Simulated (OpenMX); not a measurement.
The system is HPbNO4.

```xyz
7
Lattice="3.8540 0.1438 0.0901 -0.2532 5.5270 0.1647 -0.4820 -1.9272 5.7203" Properties=species:S:1:pos:R:3 pbc="T T T"
H    -0.0083    2.5983    3.2335
Pb    2.1473    2.6778    1.0046
N     2.8237    3.6046    5.7249
O    -0.4057   -0.9417    5.0623
O     2.7256   -0.0852    0.8025
O    -0.5912    2.3982    5.1009
O     0.1280    2.5704    2.2622
```

The cell was built by a generator and needn't be a form met in nature.

Base run:

* Program: OpenMX 3.8.5
* Functional: PBE
* Potentials or basis: OpenMX 2013 PBE set, H6.0-s2p1, Pb8.0-s3p2d2f1, N6.0-s2p2d1, O6.0-s2p2d1, grid cutoff 500 Ry
* k mesh: 5 × 3 × 3
* Occupations: fermi-dirac, width 0.05 eV
* Spin: non-collinear spin, zero start
* Starting moments: [[0.0, 0.0, 0.0], [0.0, 0.0, 0.0], [0.0, 0.0, 0.0], [0.0, 0.0, 0.0], [0.0, 0.0, 0.0], [0.0, 0.0, 0.0], [0.0, 0.0, 0.0]] μB

Its results: band gap on the k mesh 3.33 eV, indirect (least direct gap 3.38 eV); net moment 0.00 μB per cell; largest force 1.200 eV/Å.

Q: The run is repeated on the same cell with these changes: spin from non-collinear spin, zero start to non-collinear spin, zero start, spin-orbit coupling. What comes out?

A: Band gap on the k mesh 3.24 eV, indirect (least direct gap 3.31 eV); net moment 0.00 μB per cell; largest force 1.197 eV/Å.

Spin-orbit coupling splits the band edges, which narrows the gap.

Caveats: the basis of atomic orbitals isn't converged, which shifts pressures, moduli and gaps; forces of over 1 eV/Å show positions far from the minimum, so gaps and moduli don't describe the material at rest; spin-orbit coupling is left out, which as a rule narrows the gap of such compounds by several tenths of an eV (some runs); the mesh misses the band edges, which the band path finds closer together (some runs); total energies with and without spin-orbit coupling shouldn't be compared in this program (some runs).
